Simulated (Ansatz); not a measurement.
# GaSb3 (Fm-3m) in Ansatz: equation of state

How stiff is GaSb3 in PBEsol, and what volume does it want? The cell is scaled to several volumes.

Program: Ansatz 0.2.0. These are calculated values, not measurements. Logs are shortened: lines on timing, memory, paths and dates and some standing lists are left out, and cuts for length are marked.

### Step 1. The crystal as given

It takes space group Fm-3m (No. 225, cubic). Conventional cell: a = 7.461 Å, b = 7.461 Å, c = 7.461 Å, α = 90.00°, β = 90.00°, γ = 90.00°. Around Sb (site symmetry m-3m) lie 8 Sb at 3.23 Å. Sb (site symmetry -43m) is surrounded by 4 Sb at 3.23 Å and 4 Ga at 3.23 Å. Ga (site symmetry m-3m) has 8 Sb at 3.23 Å as nearest neighbours.

The cell comes from a database or a generator and needn't be the stable form of this composition.

### Step 2. Single point, PBEsol, 24.40 Å³/atom (volume scaled by 0.94)

input.yaml

```yaml
crystal:
  lattice:
    - [0.0, 3.6544390392, 3.6544390392]
    - [3.6544390392, 0.0, 3.6544390392]
    - [3.6544390392, 3.6544390392, 0.0]
  atoms:
    - { symbol: Sb, position: [0.5, 0.5, 0.5] }
    - { symbol: Sb, position: [0.75, 0.75, 0.75] }
    - { symbol: Sb, position: [0.25, 0.25, 0.25] }
    - { symbol: Ga, position: [0.0, 0.0, 0.0] }
hamiltonian:
  xc: pbesol
  pseudopotentials: { kind: paw }
kpoints:
  mp_grid: { grid: [6, 6, 6] }
scf:
  occupations: { method: fermi_dirac, width: 0.05 }
output:
  forces: true
  stress: true
  eigenvalues: true
```

Potentials or basis: Ansatz PAW.

Command:

```console
$ ansatz run input.yaml --threads 2 --pin off --max-ram 5632MiB --backend cpu --events-out ev --progress --plain --runs-dir out
```

Output:

```text
Warning: RAYON_NUM_THREADS=2 ignored (pool sized by the plan → 2); use --threads N
Engine: ansatz 0.2.0, aarch64-unknown-linux-gnu
Pseudopotentials: kind: paw
Pseudopotential: Sb, paw, valence charge 15, recommended cutoff 420 eV (normal), Sb.paw.azcp
Pseudopotential: Ga, paw, valence charge 13, recommended cutoff 420 eV (normal), Ga.paw.azcp
Functional definition: PBEsol
  exchange = pbesol_x
  correlation = pbesol_c
Crystal: 4 atoms, lattice volume = 97.610 Å³
Basis set: ecut = 420 eV, 1917 PW (Γ), exchange–correlation on 72×72×72 points (8 copies of the dense FFT grid, shifted against one another)
Bands: 35, of which v1, the nominal top of the filled ones, is band 29 counted from 1 (28 counted from 0)
Symmetry: 48 space group operations
Space group: Fm-3m (ITA 225), of the structure as read, at distance tolerance 4.6e-5 Å
k-points: 16 of 216
Non-local potential: Sb, projectors of the file, l = 0: 2, l = 1: 2, l = 2: 2, l = 3: 2
Non-local potential: Ga, projectors of the file, l = 0: 2, l = 1: 2, l = 2: 3, l = 3: 1
PAW form: soft (Blöchl's): semilocal exchange-correlation on the pseudo side does not see the compensation charge
PAW frozen core: Sb, regenerated for the run's functional, and the local potential with it (the file was generated under x = pbe(κ = 0.804, μ = 0.2195149727645171), c = pbe(β = 0.06672455060314922))
PAW frozen core: Ga, regenerated for the run's functional, and the local potential with it (the file was generated under x = pbe(κ = 0.804, μ = 0.2195149727645171), c = pbe(β = 0.06672455060314922))
PAW one-centre angular grid: Sb, 590 points (default); XC on 64 Gauss nodes
PAW one-centre angular grid: Ga, 590 points (default); XC on 64 Gauss nodes
Initial density: superposition of atomic densities (neutral atoms: chi_scale 0, normalization atom), corrected by the library's trained network
Initial wavefunctions: pseudopotential atomic-orbital guess
Functional: x = pbesol(κ = 0.804, μ = 0.12345679012345678), c = pbesol(β = 0.046)
SCF iter   1: F=—  HF=-22966.724864 eV  |F-HF|=—  |Δ(HF+E_count)|=         —  Δρ=3.01e-3  dr2=1.59e-2  ethr=1.77e-3  ⟨swp⟩=8.9  Hψ=2439  notcnv=0
preconditioner: auto → Kerker (q_TF=auto, 2.502 Å⁻¹)  [metal: Δε(μ)=0.087 eV  Ē_g=11.183 eV  σ=0.050 eV  W_gap=0.40  n_scr=26 (ndim 8)  ℏωp=19.9 eV  f_vac=0.000  D(μ)=4.07/eV (n_scr^D=26)]
SCF iter   2: F=—  HF=-22966.717350 eV  |F-HF|=—  |Δ(HF+E_count)|=   7.51e-3  Δρ=1.94e-3  dr2=5.17e-3  ethr=2.74e-5  ⟨swp⟩=2.0  Hψ=866  notcnv=0  defer=1
SCF iter   3: F=—  HF=-22966.715808 eV  |F-HF|=—  |Δ(HF+E_count)|=   1.54e-3  Δρ=7.20e-4  dr2=8.73e-4  ethr=8.91e-6  ⟨swp⟩=2.7  Hψ=1036  notcnv=0  defer=1
SCF iter   4: F=—  HF=-22966.715375 eV  |F-HF|=—  |Δ(HF+E_count)|=   4.34e-4  Δρ=2.77e-4  dr2=6.42e-5  ethr=1.51e-6  ⟨swp⟩=2.0  Hψ=781  notcnv=0  defer=1
SCF iter   5: F=—  HF=-22966.715365 eV  |F-HF|=—  |Δ(HF+E_count)|=   9.59e-6  Δρ=1.77e-4  dr2=2.04e-5  ethr=1.11e-7  ⟨swp⟩=2.0  Hψ=1028  notcnv=0  defer=1
SCF iter   6: F=—  HF=-22966.715348 eV  |F-HF|=—  |Δ(HF+E_count)|=   1.68e-5  Δρ=4.36e-5  dr2=2.03e-6  ethr=3.52e-8  ⟨swp⟩=2.0  Hψ=1022  notcnv=0  defer=1
SCF iter   7: F=—  HF=-22966.715348 eV  |F-HF|=—  |Δ(HF+E_count)|=   7.09e-7  Δρ=1.70e-5  dr2=1.49e-7  ethr=3.49e-9  ⟨swp⟩=2.0  Hψ=1024  notcnv=0  defer=1
SCF iter   8: F=-22966.715347 eV  HF=-22966.715347 eV  |F-HF|=7.64e-11  |Δ(HF+E_count)|=   1.11e-7  Δρ=1.70e-6  dr2=2.30e-9  ethr=1.72e-10  ⟨swp⟩=7.0  Hψ=2103  notcnv=0
SCF 1 converged in 8 iterations: F = -22966.715347 eV  dr2 = 2.30e-9
SCF converged after 8 iterations
Free energy (F): -22966.715347 eV
Harris-Foulkes:  -22966.715347 eV  (|F-HF|=7.64e-11)
Internal energy: -22966.680815 eV  (E = F + TS)
E sigma→0 (E₀):  -22966.698081 eV
Entropy (-TS):   -0.034532 eV (-8.633 meV/atom)
Fermi energy:    11.606404 eV
--- Per-component energies (eV) ---
  E_band       = -451.780074
  E_kinetic    = 737.346210
  E_local      = -6037.988929  (includes V_loc(G=0)·N_el)
  E_nonlocal   = 1514.299588
  E_hartree    = 2784.112346
  E_xc         = -482.425279
  E_vxc        = -349.510523  (∫ρ·V_xc dr)
  E_paw        = -15443.130489  (= ΣΔE_a)
  E_vpaw       = -1884.152270  (= ΣTr[D̂ρ^β])
  E_aug_tail   = -0.000133  (compensation charges beyond the density's cutoff)
  E_ewald      = -6040.752678
  E_core_change = 1.858549  (= ΣΔE_core)
  E_smearing   = -0.034532  (= −TS)
  E_closure    = 0.000000  (closes the sum)
  Σ components = -22966.715347   (vs F -22966.715347, Δ=0.00e0)
--- Forces (eV/Å), atoms counted from 1 ---
  atom   1  Sb     0.00000000    -0.00000000    -0.00000000
  atom   2  Sb     0.00000000     0.00000000     0.00000000
  atom   3  Sb     0.00000000    -0.00000000    -0.00000000
  atom   4  Ga     0.00000000    -0.00000000     0.00000000
  max |Σ_I F_I| component: 1.62e-17 eV/Å
--- Stress (GPa, compression-positive) ---
       -0.415230      -0.000000      -0.000000
       -0.000000      -0.415230      -0.000000
       -0.000000       0.000000      -0.415230
  P = ⅓ Tr σ = -0.4152 GPa (-4.152 kbar)
--- Band table (eV; the first three rows and the last of 16) ---
  k-point 0: bands = ["-17.8228", "-17.8228", "-17.8228", "-17.8128", "-17.8128", "-17.6171", "-17.6171", "-17.6148", "-17.6148", "-17.6148", "-17.5847", "-17.5847", "-17.5847", "-17.5778", "-17.5778", "-3.3938", "-3.3938", "-3.3938", "-3.3783", "-3.3783", "-1.4439", "3.9046", "4.9915", "8.5674", "8.7312", "8.7312", "8.7312", "8.9096", "8.9096", "8.9096", "10.6624", "10.6624", "10.6624", "14.8640", "14.8640"]
  k-point 1: bands = ["-17.8240", "-17.8240", "-17.8221", "-17.8116", "-17.8116", "-17.6158", "-17.6158", "-17.6121", "-17.6121", "-17.6106", "-17.5896", "-17.5859", "-17.5859", "-17.5801", "-17.5801", "-3.3955", "-3.3930", "-3.3930", "-3.3786", "-3.3786", "-1.2169", "3.5052", "4.5072", "7.5489", "8.1196", "8.1196", "8.2583", "9.3882", "9.3882", "10.7664", "10.7664", "10.9984", "12.3097", "15.7739", "15.7739"]
  k-point 2: bands = ["-17.8265", "-17.8265", "-17.8202", "-17.8092", "-17.8092", "-17.6100", "-17.6100", "-17.6077", "-17.6077", "-17.6025", "-17.5998", "-17.5907", "-17.5907", "-17.5848", "-17.5848", "-3.3993", "-3.3917", "-3.3917", "-3.3790", "-3.3790", "-0.5527", "2.2068", "4.0366", "6.5945", "7.7723", "7.7723", "8.9489", "8.9489", "9.3748", "12.0667", "12.0667", "13.6104", "13.8316", "15.5271", "16.2764"]
  k-point 15: bands = ["-17.8301", "-17.8266", "-17.8186", "-17.8083", "-17.8059", "-17.6179", "-17.6118", "-17.6097", "-17.6075", "-17.5997", "-17.5986", "-17.5923", "-17.5880", "-17.5837", "-17.5806", "-3.4012", "-3.3925", "-3.3877", "-3.3839", "-3.3783", "1.3379", "1.3939", "2.1143", "4.2861", "7.1993", "7.6808", "9.7204", "10.2896", "12.8379", "13.3784", "13.6287", "13.7973", "14.7239", "15.3469", "15.9190"]
```

It took 2.2 s on 2 threads of Arm Neoverse V1, shared host; peak memory 0.38 GiB.

Results:

```yaml
Free_energy: -22966.7153 eV
Pressure: -0.4 GPa
Band_gap_on_the_k_mesh: none (metal or under the smearing width)
```

Caveat: the PAW data sets come from PBE, with cores solved anew for the run's functional, which leaves a small shift of forces and pressure.

### Step 3. Single point, PBEsol, 24.92 Å³/atom (volume scaled by 0.96)

input.yaml: that of step 2 with these lines changed.

```diff
@@ -2,5 +2,5 @@
   lattice:
-    - [0.0, 3.6544390392, 3.6544390392]
-    - [3.6544390392, 0.0, 3.6544390392]
-    - [3.6544390392, 3.6544390392, 0.0]
+    - [0.0, 3.6801753734, 3.6801753734]
+    - [3.6801753734, 0.0, 3.6801753734]
+    - [3.6801753734, 3.6801753734, 0.0]
   atoms:
```

Potentials or basis: Ansatz PAW.

Command:

```console
$ ansatz run input.yaml --threads 2 --pin off --max-ram 5632MiB --backend cpu --events-out ev --progress --plain --runs-dir out
```

It took 2.2 s on 2 threads of Arm Neoverse V1, shared host; peak memory 0.39 GiB.

Results (log left out):

| Item | Value |
| --- | --- |
| Free energy | -22966.7023 eV |
| Pressure | -1.6 GPa |
| Band gap on the k mesh | none (metal or under the smearing width) |

Caveat: the PAW data sets come from PBE, with cores solved anew for the run's functional, which leaves a small shift of forces and pressure.

### Step 4. Single point, PBEsol, 25.44 Å³/atom (volume scaled by 0.98)

input.yaml: that of step 3 with these lines changed.

```diff
@@ -2,5 +2,5 @@
   lattice:
-    - [0.0, 3.6801753734, 3.6801753734]
-    - [3.6801753734, 0.0, 3.6801753734]
-    - [3.6801753734, 3.6801753734, 0.0]
+    - [0.0, 3.7055566952, 3.7055566952]
+    - [3.7055566952, 0.0, 3.7055566952]
+    - [3.7055566952, 3.7055566952, 0.0]
   atoms:
@@ -21 +21,5 @@
   eigenvalues: true
+  write_density: true
+  write_potential: true
+  elf: true
+  volumetric_format: npy
```

Command:

```console
$ ansatz run input.yaml --threads 2 --pin off --max-ram 5632MiB --backend cpu --events-out ev --progress --plain --runs-dir out
```

Run time: 3 s. Hardware: 2 threads of Arm Neoverse V1, shared host; peak memory 0.39 GiB.

It converged, with:

```yaml
Free_energy: -22966.6754 eV
Pressure: -2.6 GPa
Band_gap_on_the_k_mesh: none (metal or under the smearing width)
```

Caveat: the PAW data sets come from PBE, with cores solved anew for the run's functional, which leaves a small shift of forces and pressure.

### Step 5. Single point, PBEsol, 25.96 Å³/atom

input.yaml: that of step 4 with these lines changed.

```diff
@@ -2,5 +2,5 @@
   lattice:
-    - [0.0, 3.7055566952, 3.7055566952]
-    - [3.7055566952, 0.0, 3.7055566952]
-    - [3.7055566952, 3.7055566952, 0.0]
+    - [0.0, 3.730595, 3.730595]
+    - [3.730595, 0.0, 3.730595]
+    - [3.730595, 3.730595, 0.0]
   atoms:
@@ -21,5 +21 @@
   eigenvalues: true
-  write_density: true
-  write_potential: true
-  elf: true
-  volumetric_format: npy
```

Command:

```console
$ ansatz run input.yaml --threads 2 --pin off --max-ram 5632MiB --backend cpu --events-out ev --progress --plain --runs-dir out
```

It took 2.4 s on 2 threads of Arm Neoverse V1, shared host; peak memory 0.39 GiB.

Results (log left out):

| Property | Result |
| --- | --- |
| Free energy | -22966.6364 eV |
| Pressure | -3.4 GPa |
| Band gap on the k mesh | none (metal or under the smearing width) |

Caveat: the PAW data sets come from PBE, with cores solved anew for the run's functional, which leaves a small shift of forces and pressure.

### Step 6. Single point, PBEsol, 26.48 Å³/atom (volume scaled by 1.02)

input.yaml: that of step 5 with these lines changed.

```diff
@@ -2,5 +2,5 @@
   lattice:
-    - [0.0, 3.730595, 3.730595]
-    - [3.730595, 0.0, 3.730595]
-    - [3.730595, 3.730595, 0.0]
+    - [0.0, 3.7553016472, 3.7553016472]
+    - [3.7553016472, 0.0, 3.7553016472]
+    - [3.7553016472, 3.7553016472, 0.0]
   atoms:
```

Potentials or basis: Ansatz PAW.

Command:

```console
$ ansatz run input.yaml --threads 2 --pin off --max-ram 5632MiB --backend cpu --events-out ev --progress --plain --runs-dir out
```

Wall time 2.4 s (2 threads of Arm Neoverse V1, shared host); peak memory 0.39 GiB.

Results (log left out):

* Free energy: -22966.5865 eV
* Pressure: -4.2 GPa
* Band gap on the k mesh: none (metal or under the smearing width)

Caveat: the PAW data sets come from PBE, with cores solved anew for the run's functional, which leaves a small shift of forces and pressure.

### Step 7. Single point, PBEsol, 27.00 Å³/atom (volume scaled by 1.04)

input.yaml: that of step 6 with these lines changed.

```diff
@@ -2,5 +2,5 @@
   lattice:
-    - [0.0, 3.7553016472, 3.7553016472]
-    - [3.7553016472, 0.0, 3.7553016472]
-    - [3.7553016472, 3.7553016472, 0.0]
+    - [0.0, 3.7796874061, 3.7796874061]
+    - [3.7796874061, 0.0, 3.7796874061]
+    - [3.7796874061, 3.7796874061, 0.0]
   atoms:
```

Command:

```console
$ ansatz run input.yaml --threads 2 --pin off --max-ram 5632MiB --backend cpu --events-out ev --progress --plain --runs-dir out
```

Run time: 2.9 s. Hardware: 2 threads of Arm Neoverse V1, shared host; peak memory 0.39 GiB.

It converged, with:

| Property | Result |
| --- | --- |
| Free energy | -22966.5267 eV |
| Pressure | -5.0 GPa |
| Band gap on the k mesh | none (metal or under the smearing width) |

Caveat: the PAW data sets come from PBE, with cores solved anew for the run's functional, which leaves a small shift of forces and pressure.

### Step 8. Single point, PBEsol, 27.52 Å³/atom (volume scaled by 1.06)

input.yaml: that of step 7 with these lines changed.

```diff
@@ -2,5 +2,5 @@
   lattice:
-    - [0.0, 3.7796874061, 3.7796874061]
-    - [3.7796874061, 0.0, 3.7796874061]
-    - [3.7796874061, 3.7796874061, 0.0]
+    - [0.0, 3.8037624973, 3.8037624973]
+    - [3.8037624973, 0.0, 3.8037624973]
+    - [3.8037624973, 3.8037624973, 0.0]
   atoms:
@@ -21 +21,5 @@
   eigenvalues: true
+  write_density: true
+  write_potential: true
+  elf: true
+  volumetric_format: npy
```

Potentials or basis: Ansatz PAW.

Command:

```console
$ ansatz run input.yaml --threads 2 --pin off --max-ram 5632MiB --backend cpu --events-out ev --progress --plain --runs-dir out
```

Output:

```text
Warning: RAYON_NUM_THREADS=2 ignored (pool sized by the plan → 2); use --threads N
[... 7 set-up lines as earlier in the session ...]
Crystal: 4 atoms, lattice volume = 110.070 Å³
Basis set: ecut = 420 eV, 2109 PW (Γ), exchange–correlation on 72×72×72 points (8 copies of the dense FFT grid, shifted against one another)
Bands: 35, of which v1, the nominal top of the filled ones, is band 29 counted from 1 (28 counted from 0)
[... 1 set-up line as earlier in the session ...]
Space group: Fm-3m (ITA 225), of the structure as read, at distance tolerance 4.8e-5 Å
k-points: 16 of 216
[... 10 set-up lines as earlier in the session ...]
SCF iter   1: F=—  HF=-22966.465741 eV  |F-HF|=—  |Δ(HF+E_count)|=         —  Δρ=2.80e-3  dr2=1.37e-2  ethr=1.77e-3  ⟨swp⟩=9.1  Hψ=2435  notcnv=0
preconditioner: auto → Kerker (q_TF=auto, 2.452 Å⁻¹)  [metal: Δε(μ)=0.050 eV  Ē_g=10.701 eV  σ=0.050 eV  W_gap=0.24  n_scr=26 (ndim 8)  ℏωp=18.7 eV  f_vac=0.000  D(μ)=3.83/eV (n_scr^D=26)]
SCF iter   2: F=—  HF=-22966.459097 eV  |F-HF|=—  |Δ(HF+E_count)|=   6.64e-3  Δρ=1.58e-3  dr2=3.92e-3  ethr=2.36e-5  ⟨swp⟩=2.0  Hψ=892  notcnv=0  defer=1
SCF iter   3: F=—  HF=-22966.457975 eV  |F-HF|=—  |Δ(HF+E_count)|=   1.12e-3  Δρ=5.10e-4  dr2=5.02e-4  ethr=6.75e-6  ⟨swp⟩=2.6  Hψ=1025  notcnv=0  defer=1
SCF iter   4: F=—  HF=-22966.457735 eV  |F-HF|=—  |Δ(HF+E_count)|=   2.40e-4  Δρ=1.72e-4  dr2=3.89e-5  ethr=8.66e-7  ⟨swp⟩=2.0  Hψ=781  notcnv=0  defer=1
SCF iter   5: F=—  HF=-22966.457722 eV  |F-HF|=—  |Δ(HF+E_count)|=   1.24e-5  Δρ=6.70e-5  dr2=5.26e-6  ethr=6.70e-8  ⟨swp⟩=2.1  Hψ=1026  notcnv=0  defer=1
SCF iter   6: F=—  HF=-22966.457719 eV  |F-HF|=—  |Δ(HF+E_count)|=   3.23e-6  Δρ=2.42e-5  dr2=8.97e-7  ethr=9.06e-9  ⟨swp⟩=2.0  Hψ=1024  notcnv=0  defer=1
SCF iter   7: F=-22966.457719 eV  HF=-22966.457719 eV  |F-HF|=1.65e-8  |Δ(HF+E_count)|=   1.18e-7  Δρ=5.17e-6  dr2=1.95e-8  ethr=1.72e-10  ⟨swp⟩=8.5  Hψ=3806  notcnv=0
SCF 1 converged in 7 iterations: F = -22966.457719 eV  dr2 = 1.95e-8
SCF converged after 7 iterations
Free energy (F): -22966.457719 eV
Harris-Foulkes:  -22966.457719 eV  (|F-HF|=1.65e-8)
Internal energy: -22966.425458 eV  (E = F + TS)
E sigma→0 (E₀):  -22966.441588 eV
Entropy (-TS):   -0.032261 eV (-8.065 meV/atom)
Fermi energy:    9.781976 eV
--- Per-component energies (eV) ---
  E_band       = -548.643136
  E_kinetic    = 730.886820
  E_local      = -6409.518564  (includes V_loc(G=0)·N_el)
  E_nonlocal   = 1512.590950
  E_hartree    = 2921.994975
  E_xc         = -479.059881
  E_vxc        = -344.987349  (∫ρ·V_xc dr)
  E_paw        = -15441.565990  (= ΣΔE_a)
  E_vpaw       = -1881.601100  (= ΣTr[D̂ρ^β])
  E_aug_tail   = -0.000123  (compensation charges beyond the density's cutoff)
  E_ewald      = -5803.612194
  E_core_change = 1.858549  (= ΣΔE_core)
  E_smearing   = -0.032261  (= −TS)
  E_closure    = -0.000000  (closes the sum)
  Σ components = -22966.457719   (vs F -22966.457719, Δ=0.00e0)
--- Forces (eV/Å), atoms counted from 1 ---
  atom   1  Sb     0.00000000    -0.00000000    -0.00000000
  atom   2  Sb     0.00000000     0.00000000     0.00000000
  atom   3  Sb    -0.00000000     0.00000000    -0.00000000
  atom   4  Ga     0.00000000     0.00000000    -0.00000000
  max |Σ_I F_I| component: 1.27e-17 eV/Å
--- Stress (GPa, compression-positive) ---
       -5.651710       0.000000      -0.000000
        0.000000      -5.651710       0.000000
        0.000000      -0.000000      -5.651710
  P = ⅓ Tr σ = -5.6517 GPa (-56.517 kbar)
--- Band table (eV; the first three rows and the last of 16) ---
  k-point 0: bands = ["-19.5681", "-19.5681", "-19.5681", "-19.5643", "-19.5643", "-19.3540", "-19.3540", "-19.3506", "-19.3506", "-19.3506", "-19.3348", "-19.3348", "-19.3348", "-19.3279", "-19.3279", "-5.1462", "-5.1462", "-5.1462", "-5.1363", "-5.1363", "-2.3629", "1.9959", "2.9337", "6.3536", "7.3096", "7.3096", "7.3096", "7.4491", "7.4491", "7.4491", "9.0871", "9.0871", "9.0871", "13.2274", "13.2274"]
  k-point 1: bands = ["-19.5686", "-19.5686", "-19.5677", "-19.5639", "-19.5639", "-19.3526", "-19.3526", "-19.3493", "-19.3493", "-19.3485", "-19.3374", "-19.3355", "-19.3355", "-19.3297", "-19.3297", "-5.1470", "-5.1458", "-5.1458", "-5.1364", "-5.1364", "-2.1630", "1.7234", "2.5814", "5.6896", "6.6948", "6.7591", "6.7591", "7.8722", "7.8722", "9.1743", "9.2135", "9.2135", "10.4782", "14.0278", "14.0278"]
  k-point 2: bands = ["-19.5696", "-19.5696", "-19.5668", "-19.5630", "-19.5630", "-19.3484", "-19.3484", "-19.3468", "-19.3468", "-19.3443", "-19.3426", "-19.3372", "-19.3372", "-19.3343", "-19.3343", "-5.1490", "-5.1450", "-5.1450", "-5.1366", "-5.1366", "-1.5841", "0.7752", "2.1604", "4.8349", "6.4410", "6.4410", "7.5242", "7.5242", "7.5889", "10.3527", "10.3527", "11.3409", "11.5902", "13.4286", "14.0628"]
  k-point 15: bands = ["-19.5712", "-19.5696", "-19.5661", "-19.5627", "-19.5618", "-19.3527", "-19.3492", "-19.3478", "-19.3466", "-19.3425", "-19.3419", "-19.3382", "-19.3363", "-19.3338", "-19.3316", "-5.1501", "-5.1454", "-5.1429", "-5.1388", "-5.1362", "0.0405", "0.0613", "0.6537", "3.0963", "5.8298", "6.2094", "7.9812", "8.4772", "10.8493", "11.2964", "11.6155", "11.6568", "12.4938", "13.2490", "13.7895"]
```

v_z.tsv:

```text
# z_ang	v_es[eV]	v_tot[eV]
# format = ansatz-planar-average/11
# xc	pbesol
# density_cutoff_ev	1680
# datasets	Sb=:simpson_from_first_knot:soft:shift=-1269804	Ga=:simpson_from_first_knot:soft:shift=-1252651
# lattice	0.000000000	3.803762497	3.803762497
# lattice	3.803762497	0.000000000	3.803762497
# lattice	3.803762497	3.803762497	0.000000000
# sites	4
# site	51	3.803762497	3.803762497	3.803762497
# site	51	5.705643746	5.705643746	5.705643746
# site	51	1.901881249	1.901881249	1.901881249
# site	31	0.000000000	0.000000000	0.000000000
0.000000	7.215527e0	-2.431374e0
0.149426	7.099338e0	-2.554114e0
0.298852	6.822548e0	-2.847308e0
0.448278	6.519758e0	-3.179796e0
0.597704	6.298915e0	-3.446631e0
0.747130	6.217753e0	-3.579446e0
[... 28 lines left out ...]
5.080481	6.822548e0	-2.847308e0
5.229907	7.099338e0	-2.554114e0
```

Wall time 3 s (2 threads of Arm Neoverse V1, shared host); peak memory 0.4 GiB.

What came out:

```yaml
Free_energy: -22966.4577 eV
Pressure: -5.7 GPa
Band_gap_on_the_k_mesh: none (metal or under the smearing width)
```

Caveat: the PAW data sets come from PBE, with cores solved anew for the run's functional, which leaves a small shift of forces and pressure.

### Step 9. Equation of state, PBEsol

Potentials or basis: Ansatz PAW.

No new run: the results of the series are fitted here.

What came out:

* Equilibrium volume: 24.20 Å³/atom (rough: see the caveat)
* Bulk modulus: 56 GPa (rough)

Energy against volume, from the lowest point:
| volume (Å³/atom) | energy (meV/atom) |
| --- | --- |
| 24.402 | 0.00 |
| 24.922 | 3.26 |
| 25.441 | 9.99 |
| 25.960 | 19.74 |
| 26.479 | 32.21 |
| 26.998 | 47.17 |
| 27.518 | 64.41 |

Caveat: the minimum lies outside the volumes run. The run has no spin-orbit coupling, so splittings on Sb are missing.
